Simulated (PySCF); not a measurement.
# W(NH)2(OH)2: geometry, NMR shifts and electronic excitations

Wanted: the NMR shifts and electronic excitations of W(NH)2(OH)2 (`[NH]=[W](=[NH])([OH])[OH]`), by calculation.

The runs use PySCF 2.14.0, with density-fitted response routines of our own; the level of theory stands in each step. All values are computed, except where a source is named. Atoms are numbered from 0 throughout.

## (1) The molecule as given

9 atoms, charge 0, multiplicity 1; geometry from: GFN2-xTB.

Bonds of the start (Å): W0–N1 1.79, W0–N3 1.79, W0–O5 1.90, W0–O7 1.90, N1–H2 1.02, N3–H4 1.02, O5–H6 0.96, O7–H8 0.96.

## (2) Geometry optimisation at PBE0-D3(BJ)/def2-SVP

The job: settings as JSON, then the geometry in Å.

```
{"job": {"xc": "PBE0", "basis": "def2-SVP", "d3": "d3bj", "grid": 1, "maxiter": 40, "kind": "geom"}, "charge": 0, "multiplicity": 1}
W     -0.058930    -0.010410    -0.039750
N      0.014700     0.107900     1.745050
H      0.271470     0.198550     2.728790
N      1.583970     0.184010    -0.724280
H      2.579640     0.321100    -0.901200
O     -1.205960     1.345330    -0.721920
H     -1.587080     2.216910    -0.881740
O     -0.762870    -1.704290    -0.544720
H     -0.834930    -2.659100    -0.660230
```

What it wrote:

```text
step   0  E = -329.06348471  max force = 0.034602
step   1  E = -329.06441403  max force = 0.056864
step   2  E = -329.07085096  max force = 0.010293
step   3  E = -329.07204690  max force = 0.004945
step   4  E = -329.07463817  max force = 0.004047
step   5  E = -329.07529628  max force = 0.003096
step   6  E = -329.07549074  max force = 0.001646
step   7  E = -329.07559892  max force = 0.000613
step   8  E = -329.07564611  max force = 0.000688
step   9  E = -329.07567059  max force = 0.000824
step  10  E = -329.07579677  max force = 0.001587
step  11  E = -329.07625395  max force = 0.006045
step  12  E = -329.07662921  max force = 0.005316
step  13  E = -329.07699726  max force = 0.002833
step  14  E = -329.07726083  max force = 0.002299
step  15  E = -329.07739898  max force = 0.001943
step  16  E = -329.07765191  max force = 0.001921
step  17  E = -329.07788291  max force = 0.001918
step  18  E = -329.07800405  max force = 0.001310
step  19  E = -329.07805579  max force = 0.000927
step  20  E = -329.07808696  max force = 0.000653
step  21  E = -329.07809389  max force = 0.000510
step  22  E = -329.07809895  max force = 0.000163
optimisation converged
```

Run time: 2.7 min. Hardware: 1 thread, shared host.

Along the way:

```
step  energy from step 0 (eV)  largest force component (eV/Å)
   0                   0.0000                          1.7793
   1                  -0.0253                          2.9241
   2                  -0.2004                          0.5293
   3                  -0.2330                          0.2543
   4                  -0.3035                          0.2081
   5                  -0.3214                          0.1592
   6                  -0.3267                          0.0846
   7                  -0.3296                          0.0315
   8                  -0.3309                          0.0354
   9                  -0.3316                          0.0424
  10                  -0.3350                          0.0816
  11                  -0.3475                          0.3108
  12                  -0.3577                          0.2734
  13                  -0.3677                          0.1457
  14                  -0.3749                          0.1182
  15                  -0.3786                          0.0999
  16                  -0.3855                          0.0988
  17                  -0.3918                          0.0986
  18                  -0.3951                          0.0674
  19                  -0.3965                          0.0477
  20                  -0.3973                          0.0336
  21                  -0.3975                          0.0262
  22                  -0.3977                          0.0084
```

Distances of close pairs at the start and the end, largest changes first:

```
 bond  before (Å)  after (Å)  change (Å)
W0–N1       1.790      1.750      -0.040
W0–N3       1.790      1.750      -0.040
N1–H2       1.021      1.014      -0.007
N3–H4       1.021      1.014      -0.007
W0–O5       1.902      1.905      +0.003
W0–O7       1.903      1.905      +0.003
O5–H6       0.965      0.963      -0.002
O7–H8       0.964      0.963      -0.002
```

The final coordinates are the input of the step that follows.

```
                         at the end point                value
  point group (found at 0.08 Å tolerance)                   C2
rotational constants (GHz, main isotopes)  3.631, 3.194, 3.117
                        dipole moment (D)                 1.07
```

## (3) Nuclear shieldings: PBE0/def2-TZVP+pcSseg-1

The job: settings as JSON, then the geometry in Å.

```
{"job": {"kind": "nmr", "xc": "PBE0", "basis": {"default": "pcSseg-1", "W": "def2-TZVP"}}, "charge": 0, "multiplicity": 1}
W     -0.118957    -0.020328    -0.064436
N      0.015228     0.446466     1.616621
H      0.474876     0.664172     2.493823
N      1.453998    -0.190102    -0.812872
H      2.465226    -0.161969    -0.882042
O     -1.059159     1.351061    -0.994267
H     -1.542211     2.045998    -0.535721
O     -0.996229    -1.710416    -0.125876
H     -0.692761    -2.424882    -0.695230
```

With the program's defaults for keys left out, this is: GIAO PBE0/pcSseg-1 W:def2-TZVP NMR shielding, scalar relativity only through core potentials, gas phase.

What it wrote:

```text
coarse grid: 39424 points
cycle   1  E = -328.8025305256  dE = -2.021e+01  |g| = 1.582e+00  |ddm| = 8.687e+00
cycle   2  E = -326.3310773593  dE =  2.471e+00  |g| = 3.854e+00  |ddm| = 2.940e+00
cycle   3  E = -329.1602873413  dE = -2.829e+00  |g| = 7.082e-01  |ddm| = 2.358e+00
cycle   4  E = -329.2569992179  dE = -9.671e-02  |g| = 2.863e-01  |ddm| = 6.278e-01
cycle   5  E = -329.2712815776  dE = -1.428e-02  |g| = 1.137e-01  |ddm| = 2.007e-01
cycle   6  E = -329.2740938013  dE = -2.812e-03  |g| = 6.293e-03  |ddm| = 7.922e-02
cycle   7  E = -329.2741010025  dE = -7.201e-06  |g| = 1.711e-03  |ddm| = 3.673e-03
final grid: 81480 points
cycle   8  E = -329.2741412665  dE =  9.852e-07  |g| = 2.776e-03  |ddm| = 2.535e-03
cycle   9  E = -329.2741311427  dE =  1.012e-05  |g| = 7.397e-03  |ddm| = 5.587e-03
cycle  10  E = -329.2741427898  dE = -1.165e-05  |g| = 6.408e-04  |ddm| = 4.303e-03
cycle  11  E = -329.2741428687  dE = -7.890e-08  |g| = 1.219e-04  |ddm| = 4.371e-04
cycle  12  E = -329.2741428715  dE = -2.878e-09  |g| = 2.404e-05  |ddm| = 7.675e-05
cycle  13  E = -329.2741428716  dE = -9.925e-11  |g| = 1.196e-05  |ddm| = 1.980e-05
converged SCF energy = -329.2741428716

GIAO shielding tensors (ppm)
atom      isotropic    diamagn.    paramagn.     s11        s22        s33       span
  0 W          nan         nan         nan        nan        nan        nan        nan
  1 N      -73.640     321.871    -395.511   -273.052    -55.589    107.721    380.773
  2 H       24.169      30.864      -6.695     17.806     24.279     30.424     12.618
  3 N      -73.327     321.868    -395.195   -272.946    -54.099    107.065    380.011
  4 H       24.164      30.865      -6.701     17.798     24.285     30.409     12.611
  5 O      160.307     388.057    -227.749    -35.501    225.726    290.697    326.198
  6 H       25.524      30.020      -4.496     21.731     23.458     31.384      9.653
  7 O      159.644     388.011    -228.368    -38.411    225.835    291.508    329.920
  8 H       25.495      30.017      -4.522     21.773     23.414     31.299      9.525
```

Run time: 16 s. Hardware: 1 thread, shared host.

The references, computed at this level on geometries of the same kind, shield at (ppm): 1H TMS 31.27, 15N NH3 265.7, 17O H2O 334.6. Their shielding less the atom's gives the shift. The references are single molecules in the gas phase, so shifts against H2O, NH3, PH3, H3PO4 or CFCl3 are not on the usual liquid scales and can be off by tens of ppm. Atoms listed in one row are averaged.

```
 atoms                         environment  σ (ppm)  δ (ppm)
H2, H4  hydrogen on a nitrogen bonded to W    24.17     7.10
H6, H8   hydrogen on an oxygen bonded to W    25.51     5.76
N1, N3             nitrogen bonded to W, H    -73.5    339.2
O5, O7               oxygen bonded to W, H    160.0    174.6
```

Atoms past Kr carry core potentials, so their printed shieldings have no meaning and are left out of the table.

Charges from the same density, by scheme (e):

```
 atoms  Mulliken  ESP fit
    W0      1.07     1.39
N1, N3     -0.46    -0.86
O5, O7     -0.52    -0.66
```

Mayer bond orders: W0–N1 2.15, W0–N3 2.15, W0–O5 1.06, W0–O7 1.06.

With diffuse functions Mulliken charges and Mayer bond orders lose their meaning; the other schemes are steadier.

## (4) TDDFT and polarisability: B3LYP/def2-SVPD

Same as in step 3 but for these lines:

```diff
@@ -1,2 +1,2 @@
-{"job": {"kind": "nmr", "xc": "PBE0", "basis": {"default": "pcSseg-1", "W": "def2-TZVP"}}, "charge": 0, "multiplicity": 1}
+{"job": {"kind": "uv", "xc": "B3LYP", "basis": "def2-SVPD", "ip": true, "nstates": 10}, "charge": 0, "multiplicity": 1}
 W     -0.118957    -0.020328    -0.064436
```

Level: TDDFT B3LYP/def2-SVPD, vertical, gas phase, core orbitals frozen in the response.

What it wrote:

```text
coarse grid: 39424 points
cycle   1  E = -329.0397629395  dE = -1.212e+01  |g| = 1.395e+00  |ddm| = 7.898e+00
cycle   2  E = -327.6678974478  dE =  1.372e+00  |g| = 2.931e+00  |ddm| = 4.208e+00
cycle   3  E = -329.3239199645  dE = -1.656e+00  |g| = 6.322e-01  |ddm| = 3.139e+00
cycle   4  E = -329.4148953249  dE = -9.098e-02  |g| = 2.210e-01  |ddm| = 8.322e-01
cycle   5  E = -329.4233732631  dE = -8.478e-03  |g| = 1.023e-01  |ddm| = 2.463e-01
cycle   6  E = -329.4256820152  dE = -2.309e-03  |g| = 4.537e-03  |ddm| = 1.057e-01
cycle   7  E = -329.4256860483  dE = -4.033e-06  |g| = 8.197e-04  |ddm| = 4.767e-03
final grid: 81480 points
cycle   8  E = -329.4257062945  dE =  3.478e-07  |g| = 1.623e-03  |ddm| = 6.037e-03
cycle   9  E = -329.4257020845  dE =  4.210e-06  |g| = 4.685e-03  |ddm| = 5.528e-03
cycle  10  E = -329.4257068087  dE = -4.724e-06  |g| = 4.514e-04  |ddm| = 4.280e-03
cycle  11  E = -329.4257068487  dE = -4.005e-08  |g| = 1.161e-04  |ddm| = 4.434e-04
cycle  12  E = -329.4257068514  dE = -2.632e-09  |g| = 2.542e-05  |ddm| = 1.138e-04
cycle  13  E = -329.4257068515  dE = -1.210e-10  |g| = 1.102e-05  |ddm| = 3.373e-05
converged SCF energy = -329.4257068515

Static polarisability (au): isotropic 65.813, principal 59.703 63.796 73.938

Singlet excitations
state   eV       nm        f      main configurations
  1   4.8786    254.1   0.00318   H->L 0.83, H->L+1 0.08
  2   5.1808    239.3   0.00520   H->L+1 0.70, H-1->L 0.13, H-1->L+1 0.09
  3   5.3554    231.5   0.01012   H-1->L 0.51, H-1->L+1 0.43
  4   5.6172    220.7   0.00046   H-2->L 0.92
  5   5.7360    216.2   0.00624   H->L+2 0.37, H-1->L+1 0.23, H->L+1 0.12
  6   5.9263    209.2   0.00124   H->L+3 0.44, H-2->L+1 0.27, H-3->L 0.16
  7   6.1245    202.4   0.06453   H->L+2 0.53, H->L+4 0.12, H-1->L+1 0.12
  8   6.1516    201.5   0.00185   H->L+3 0.42, H-2->L+1 0.37, H-3->L+1 0.09
  9   6.1768    200.7   0.00085   H-3->L+1 0.46, H-3->L 0.34, H-1->L+3 0.08
 10   6.2659    197.9   0.01812   H-1->L+2 0.80, H-1->L+4 0.11

Triplet excitations (Tamm-Dancoff, eV): 4.4855 4.6391 4.7519 5.0053
Vertical ionisation energy (delta-SCF) = 9.5573 eV
```

Run time: 94 s. Hardware: 1 thread, shared host.

The orbitals next to the gap, with their largest atomic shares:

```
orbital     eV                      atoms
 HOMO−3  -8.60  N1 27 %, N3 26 %, W0 25 %
 HOMO−2  -8.19  N1 23 %, N3 22 %, W0 17 %
 HOMO−1  -7.77  N3 33 %, N1 32 %, W0 17 %
   HOMO  -7.40  N3 35 %, N1 34 %, W0 12 %
   LUMO  -1.12  W0 56 %, N1 10 %, N3 10 %
 LUMO+1  -0.89  W0 52 %, N1 11 %, N3 11 %
 LUMO+2  -0.43  W0 53 %, O7 11 %, O5 11 %
```

With each of the 10 states as a Gaussian band of 0.4 eV half-width at 1/e, the curve within the window shown has maxima at 202 nm (ε 3,500) L/(mol cm). Beyond the last state computed it falls off for lack of states. The curve at chosen wavelengths:

```json
{"nm": "189", "ε (L/mol/cm)": "1238"}
{"nm": "193", "ε (L/mol/cm)": "2173"}
{"nm": "197", "ε (L/mol/cm)": "3044"}
{"nm": "201", "ε (L/mol/cm)": "3498"}
{"nm": "205", "ε (L/mol/cm)": "3392"}
{"nm": "209", "ε (L/mol/cm)": "2863"}
{"nm": "213", "ε (L/mol/cm)": "2188"}
{"nm": "217", "ε (L/mol/cm)": "1599"}
{"nm": "221", "ε (L/mol/cm)": "1198"}
{"nm": "225", "ε (L/mol/cm)": "971"}
{"nm": "229", "ε (L/mol/cm)": "855"}
{"nm": "233", "ε (L/mol/cm)": "786"}
{"nm": "237", "ε (L/mol/cm)": "722"}
{"nm": "241", "ε (L/mol/cm)": "646"}
{"nm": "245", "ε (L/mol/cm)": "559"}
{"nm": "249", "ε (L/mol/cm)": "467"}
{"nm": "253", "ε (L/mol/cm)": "378"}
{"nm": "257", "ε (L/mol/cm)": "297"}
{"nm": "261", "ε (L/mol/cm)": "227"}
{"nm": "265", "ε (L/mol/cm)": "170"}
{"nm": "269", "ε (L/mol/cm)": "124"}
{"nm": "273", "ε (L/mol/cm)": "88"}
{"nm": "277", "ε (L/mol/cm)": "60"}
{"nm": "281", "ε (L/mol/cm)": "41"}
{"nm": "285", "ε (L/mol/cm)": "27"}
{"nm": "289", "ε (L/mol/cm)": "17"}
```

Ground-state properties from the same run:

```
           property  computed
  dipole moment (D)      1.02
polarisability (Å³)      9.75
 HOMO–LUMO gap (eV)      6.28
      −ε(HOMO) (eV)      7.40
```

## (5) Nuclear shieldings: KT2/def2-TZVP+pcSseg-1

Same as in step 4 but for these lines:

```diff
@@ -1,2 +1,2 @@
-{"job": {"kind": "uv", "xc": "B3LYP", "basis": "def2-SVPD", "ip": true, "nstates": 10}, "charge": 0, "multiplicity": 1}
+{"job": {"kind": "nmr", "xc": "KT2", "basis": {"default": "pcSseg-1", "W": "def2-TZVP"}, "pop": false}, "charge": 0, "multiplicity": 1}
 W     -0.118957    -0.020328    -0.064436
```

With the program's defaults for keys left out, this is: GIAO KT2/pcSseg-1 W:def2-TZVP NMR shielding, scalar relativity only through core potentials, gas phase.

What it wrote:

```text
coarse grid: 39424 points
cycle   1  E = -333.2041572231  dE = -1.965e+01  |g| = 1.823e+00  |ddm| = 8.653e+00
cycle   2  E = -327.9055166327  dE =  5.299e+00  |g| = 5.125e+00  |ddm| = 4.087e+00
cycle   3  E = -333.5266078291  dE = -5.621e+00  |g| = 1.092e+00  |ddm| = 3.594e+00
cycle   4  E = -333.6945205786  dE = -1.679e-01  |g| = 7.689e-01  |ddm| = 1.213e+00
cycle   5  E = -333.7944409199  dE = -9.992e-02  |g| = 3.662e-01  |ddm| = 5.734e-01
cycle   6  E = -333.8241282557  dE = -2.969e-02  |g| = 6.540e-02  |ddm| = 2.572e-01
cycle   7  E = -333.8250088730  dE = -8.806e-04  |g| = 1.204e-02  |ddm| = 3.013e-02
cycle   8  E = -333.8250337759  dE = -2.490e-05  |g| = 6.548e-03  |ddm| = 9.185e-03
cycle   9  E = -333.8250404742  dE = -6.698e-06  |g| = 3.203e-03  |ddm| = 5.469e-03
cycle  10  E = -333.8250420770  dE = -1.603e-06  |g| = 1.745e-03  |ddm| = 2.643e-03
final grid: 81480 points
cycle  11  E = -333.8250702698  dE =  9.492e-06  |g| = 6.568e-03  |ddm| = 5.203e-03
cycle  12  E = -333.8249234677  dE =  1.468e-04  |g| = 2.559e-02  |ddm| = 1.984e-02
cycle  13  E = -333.8250800454  dE = -1.566e-04  |g| = 1.552e-03  |ddm| = 1.598e-02
cycle  14  E = -333.8250805358  dE = -4.905e-07  |g| = 1.158e-04  |ddm| = 8.929e-04
cycle  15  E = -333.8250805385  dE = -2.706e-09  |g| = 4.907e-05  |ddm| = 9.514e-05
cycle  16  E = -333.8250805390  dE = -5.069e-10  |g| = 7.170e-06  |ddm| = 2.915e-05
converged SCF energy = -333.8250805390

GIAO shielding tensors (ppm)
atom      isotropic    diamagn.    paramagn.     s11        s22        s33       span
  0 W          nan         nan         nan        nan        nan        nan        nan
  1 N      -51.282     321.831    -373.113   -219.389    -33.620     99.163    318.552
  2 H       24.008      30.978      -6.971     18.551     24.091     29.381     10.829
  3 N      -51.005     321.828    -372.833   -219.347    -32.237     98.570    317.917
  4 H       24.004      30.978      -6.974     18.542     24.100     29.370     10.828
  5 O      148.185     387.693    -239.508    -47.161    207.382    284.335    331.496
  6 H       25.241      29.958      -4.717     21.694     23.825     30.204      8.510
  7 O      147.456     387.648    -240.193    -50.221    207.486    285.103    335.324
  8 H       25.210      29.956      -4.746     21.738     23.763     30.128      8.390
```

Wall time 15 s (1 thread, shared host).

Key values: δ N1 315.4, O5 182.8, H2 7.17, H6 5.95 ppm (means over like atoms).

## (6) Comparing the runs: NMR shifts

Shifts (ppm), means over like atoms, with basis size and wall time:

```
                    run    H2    H6     N1     O5  functions  time
PBE0/def2-TZVP+pcSseg-1  7.10  5.76  339.2  174.6        128  16 s
 KT2/def2-TZVP+pcSseg-1  7.17  5.95  315.4  182.8        128  15 s
```

## (7) Summary of results

| quantity | value |
| --- | --- |
| point group | C2 |
| rotational constants (main isotopes) | 3.63, 3.19, 3.12 GHz |
| 1H shifts against TMS (PBE0/def2-TZVP+pcSseg-1, means over atoms taken as alike) | 7.10, 5.76 ppm |
| 15N shifts against NH3 (PBE0/def2-TZVP+pcSseg-1, means over atoms taken as alike) | 339.2 ppm |
| 17O shifts against H2O (PBE0/def2-TZVP+pcSseg-1, means over atoms taken as alike) | 174.6 ppm |
| lowest singlet (B3LYP/def2-SVPD) | 4.88 eV (254 nm), f = 0.003 |
| brightest single state of those computed | state 7, 6.12 eV, f = 0.065 |
| lowest triplet | 4.49 eV |
| vertical ionisation energy (ΔSCF) | 9.56 eV |
| range of the shift of N1 | 315.4 to 339.2 ppm |

**Reading.** Relaxing lowered the energy by 0.398 eV in 22 steps; the close pair that moved most is W0–N1, from 1.790 to 1.750 Å. No frequency check was run at this level, so the end point may be a saddle. At PBE0/def2-TZVP+pcSseg-1: The widest tensor belongs to N1, N3: span 380 ppm, with a paramagnetic part of -395 ppm. The first singlet state (HOMO→LUMO 0.83, HOMO→LUMO+1 0.08) lies at 4.88 eV and is weak; of the 10 states computed, the strongest absorption comes from state 7 at 6.12 eV. The lowest triplet lies 0.39 eV below the lowest singlet (triplets in Tamm-Dancoff, singlets in full TDDFT). Spin-orbit coupling, left out, mixes singlets and triplets in elements this heavy. The orbital energy would give 7.40 eV for ionisation, ΔSCF gives 9.56 eV. Across the 2 runs the shift of N1 (with its like atoms) moves most, between 315.4 (KT2/def2-TZVP+pcSseg-1) and 339.2 ppm (PBE0/def2-TZVP+pcSseg-1). Spin-orbit coupling is left out, which matters for shieldings and couplings at and beside the heavy atoms.
